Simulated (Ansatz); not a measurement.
**C3H9Cl2GaSi: taking an electron away**

The task here is to estimate one member of a computed series from the others.

Method: unrestricted cation, the program's frozen cores in correlated methods; program: Ansatz 0.2.0, Gaussian basis.

The runs, in order: UKS PBE-D4/def2-TZVPP; UKS r2SCAN-D4/def2-TZVPP; UKS PBE0-D4/def2-TZVPP; UKS B3LYP-D4/def2-TZVPP; UKS wB97X-V/def2-TZVPP; UKS wB97M-V/def2-TZVPP; UKS B2PLYP/def2-TZVPP; UHF-CCSD(T)/def2-TZVPP; UHF-MP2/def2-QZVPP; extrapolation to the limit; then −ε(HOMO) from the neutral's earlier runs with LDA (SPW92), PBE-D4, revPBE-D4, BLYP-D4, r2SCAN-D4, B97M-V, PBE0-D4, B3LYP-D4, r2SCANh-D4, r2SCAN0-D4, HSE06-D4, BHLYP-D4, CAM-B3LYP-D4, LC-ωPBE, ωB97X-V, ωB97M-V.

## Structure used throughout

The geometry comes from an earlier relaxation with PBE0-D4 in a triple-zeta def2 set; it is a stationary point, not always the lowest conformer.

SMILES `C[Si](C)(C)[Ga]([Cl])[Cl]`, 16 atoms, charge 0, spin multiplicity 1.

Atoms are counted from 1 here; the program's logs count them from 0.

Bond lengths: C1–Si2 1.874 Å, C1–H8 1.092 Å, C1–H9 1.092 Å, C1–H10 1.094 Å, Si2–C3 1.871 Å, Si2–C4 1.874 Å, Si2–Ga5 2.412 Å, C3–H11 1.092 Å, C3–H12 1.094 Å, C3–H13 1.092 Å, C4–H14 1.092 Å, C4–H15 1.095 Å, C4–H16 1.092 Å, Ga5–Cl6 2.159 Å, Ga5–Cl7 2.156 Å. Angles: Si2–C1–H8 111.7°, Si2–C1–H9 111.3°, Si2–C1–H10 109.8°, H8–C1–H9 108.1°, H8–C1–H10 107.8°, H9–C1–H10 108.0°, C1–Si2–C3 111.4°, C1–Si2–C4 110.5°, C1–Si2–Ga5 107.5°, C3–Si2–C4 111.2°, C3–Si2–Ga5 108.6°, C4–Si2–Ga5 107.4°, Si2–C3–H11 111.3°, Si2–C3–H12 110.1°, Si2–C3–H13 111.4°, H11–C3–H12 108.1°, H11–C3–H13 107.8°, H12–C3–H13 108.0° and more.

The first run:

in.yaml

```yaml
crystal:
  periodic: [false, false, false]
  atoms:
    - {symbol: C, position_ang: [0.434363, 0.864981, 1.635305]}
    - {symbol: Si, position_ang: [0.025870, -0.073323, 0.065935]}
    - {symbol: C, position_ang: [1.416902, -1.225749, -0.421294]}
    - {symbol: C, position_ang: [-1.589094, -1.004095, 0.260750]}
    - {symbol: Ga, position_ang: [-0.282516, 1.549157, -1.691389]}
    - {symbol: Cl, position_ang: [-1.685397, 3.183469, -1.549364]}
    - {symbol: Cl, position_ang: [0.769640, 1.562058, -3.573744]}
    - {symbol: H, position_ang: [1.375747, 1.411749, 1.545410]}
    - {symbol: H, position_ang: [-0.351507, 1.581459, 1.884718]}
    - {symbol: H, position_ang: [0.531676, 0.165278, 2.471278]}
    - {symbol: H, position_ang: [1.191699, -1.748063, -1.353748]}
    - {symbol: H, position_ang: [1.574479, -1.976751, 0.358869]}
    - {symbol: H, position_ang: [2.353829, -0.682169, -0.561591]}
    - {symbol: H, position_ang: [-1.849588, -1.555774, -0.645342]}
    - {symbol: H, position_ang: [-1.503013, -1.725854, 1.079110]}
    - {symbol: H, position_ang: [-2.413080, -0.326392, 0.495106]}
basis:
  gaussian: {orbitals: def2-TZVPP}
total_charge: 1
magnetization: {spin_polarized: true, initial_magnetization: 1}
hamiltonian: {xc: pbe, dispersion: d4}
```

Started as:

```sh
ansatz run in.yaml --threads 2 --pin off --events-out ev --progress --plain --max-ram 22528MiB --backend cuda --devices 0, --max-vram 18GiB
```

Steps of the session up to this table: Cation, UKS PBE-D4/def2-TZVPP; Cation, UKS r2SCAN-D4/def2-TZVPP; Cation, UKS PBE0-D4/def2-TZVPP; Cation, UKS B3LYP-D4/def2-TZVPP; Cation, UKS wB97X-V/def2-TZVPP; Cation, UKS wB97M-V/def2-TZVPP; Cation, UKS B2PLYP (frozen core)/def2-TZVPP; Cation, UHF-CCSD(T)/def2-TZVPP; Cation, UHF-MP2/def2-QZVPP.

One of the session's tables, all rows but one given; the rest of the session is left out.

It belongs to the step «Ionisation energies side by side». For comparison, −ε(HOMO) of the neutral from earlier runs:

| functional | −ε(HOMO) (eV) |
| --- | --- |
| LDA (SPW92) | 6.68 |
| PBE-D4 | 6.54 |
| revPBE-D4 | 6.49 |
| BLYP-D4 | 6.40 |
| r2SCAN-D4 | 6.82 |
| B97M-V | 6.86 |
| PBE0-D4 | 7.66 |
| B3LYP-D4 | 7.47 |
| r2SCANh-D4 | 7.22 |
| r2SCAN0-D4 | 7.84 |
| HSE06-D4 | ? |
| BHLYP-D4 | 8.68 |
| CAM-B3LYP-D4 | 8.91 |
| LC-ωPBE | 10.17 |
| ωB97X-V | 9.85 |
| ωB97M-V | 9.66 |

Estimate the missing values for HSE06-D4.

**Answer.** −ε(HOMO) (eV): 7.27. In the column «−ε(HOMO) (eV)» it lies between r2SCANh-D4 (7.22) and B3LYP-D4 (7.47).

To keep in mind: The cation may have settled in a state other than its lowest; no search over hole states beyond the program's own was made.
